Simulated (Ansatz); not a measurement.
Working through a rigid torsion scan of CH₅B₂FO, SMILES BOC(B)F

Computed with Ansatz's Python interface.

The cells in order, each with its output:

In [1]:
```python
import ansatz as az
from ase import Atoms
```

In [2]:
```python
atoms = Atoms(["B", "O", "C", "B", "F", "H", "H", "H", "H", "H"], positions=[
    [-1.1214, 1.3079, 0.7539],
    [-0.296, 0.1745, 0.8768],
    [0.2119, -0.1437, -0.399],
    [1.0809, -1.5225, -0.2723],
    [1.1555, 0.814, -0.8088],
    [-0.7297, 2.4557, 0.8836],
    [-2.2944, 1.211, 0.5231],
    [-0.5091, -0.2576, -1.1669],
    [0.4201, -2.4884, 0.0923],
    [2.1652, -1.602, -0.4797],
])
```

In [3]:
```python
first = (
    az.Crystal.molecule_from_ase(atoms).calculation()
    .basis(gaussian="6-31G*")
    .functional("pbe0")
    .relax(force_tolerance=0.02, max_steps=80)
)
atoms.positions = first.run(threads=1, pin="off").report["positions_ang"]
```

In [4]:
```python
start = atoms.get_dihedral(1, 2, 3, 8)
energies = {}
for turn in range(0, 360, 30):
    turned = atoms.copy()
    turned.set_dihedral(1, 2, 3, 8, start + turn, indices=[3, 8, 9])
    calc = az.Crystal.molecule_from_ase(turned).calculation().basis(gaussian="6-31G*").correlation("MP2")
    energies[round((start + turn) % 360)] = calc.run(threads=1, pin="off").report["free_energy_ev"]
floor = min(energies.values())
print("dihedral O1-C2-B3-H8 (deg)   E - E(min) (kcal/mol)")
for angle, e in sorted(energies.items()):
    print(f"{angle:8d} {23.060548 * (e - floor):14.3f}  " + "#" * int(30 * (e - floor) / max(max(energies.values()) - floor, 1e-9)))
```
```text
dihedral O1-C2-B3-H8 (deg)   E - E(min) (kcal/mol)
      24          4.964  ######################
      54          1.601  #######
      84          0.000
     114          1.583  #######
     144          4.815  ######################
     174          6.504  #############################
     204          4.838  ######################
     234          1.791  ########
     264          0.492  ##
     294          1.919  ########
     324          4.849  ######################
     354          6.546  ##############################
```

Notes:
- The scan is rigid and the energies are electronic, in a modest basis. With rigid groups the curve can differ much from the relaxed path, the start wasn't checked as a minimum of this torsion, and equivalent turns needn't return to the same energy.
- The start is relaxed with a density functional and scanned with the wavefunction method, so it isn't exactly that method's minimum.
- Wall time of the script: 100 s on 1 thread of Arm Neoverse V1, on a shared host, peak memory 0.24 GiB.
